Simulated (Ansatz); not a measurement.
# Ge2Cl, relaxed, part 2 of 2

Aim: in Ge2Cl, a structure type of another compound, with these elements put in, relax cell and atoms, then read levels, charges and fields where it ends.

Ansatz 0.2.0; DFT, PBE, no spin polarisation, plane waves, PAW. Relaxing cell and atoms.

### Step 7. Summary of results

This closing draws on all 2 parts.

| quantity | value |
| --- | --- |
| moves | 16 |
| energy gained | 386.5 meV/atom |
| largest move | 1.54 Å (Ge) |
| space group (0.01 Å), before / after | Pnma / Pmmn |
| cell | a = 7.621 Å, b = 3.824 Å, c = 10.387 Å, α = 90.00°, β = 90.00°, γ = 90.00° |
| volume | 25.22 Å³/atom (+29.9 %) |
| pressure at the end | 0.00 GPa |
| formation energy (elements from separate runs) | -0.09 eV/atom |
| character | metal |
| density of states, mean within 0.25 eV of the Fermi level | 4.4 per eV per cell |
| Bader charges | Ge +0.30, Cl -0.59 e |

The volume grew by 29.9 %, and the largest move of an atom is 1.54 Å apart from the change of the cell; the energy fell by 386.5 meV per atom. The shape changed more than that tells: the edges moved by +12, +3, +13 %. Within 0.01 Å the space group went from Pnma to Pmmn. It is a metal; within 0.25 eV of the Fermi level the density of states averages 4.4 per eV per cell, mostly Ge p (79 %). Ge loses most charge (+0.30 e on average) and Cl gains most (-0.59 e). Against the elements' reference phases (Ge diamond, Cl2 molecule; separate runs with the same functional) the formation energy is -0.09 eV per atom, so it is bound against them, though other compounds may compete.
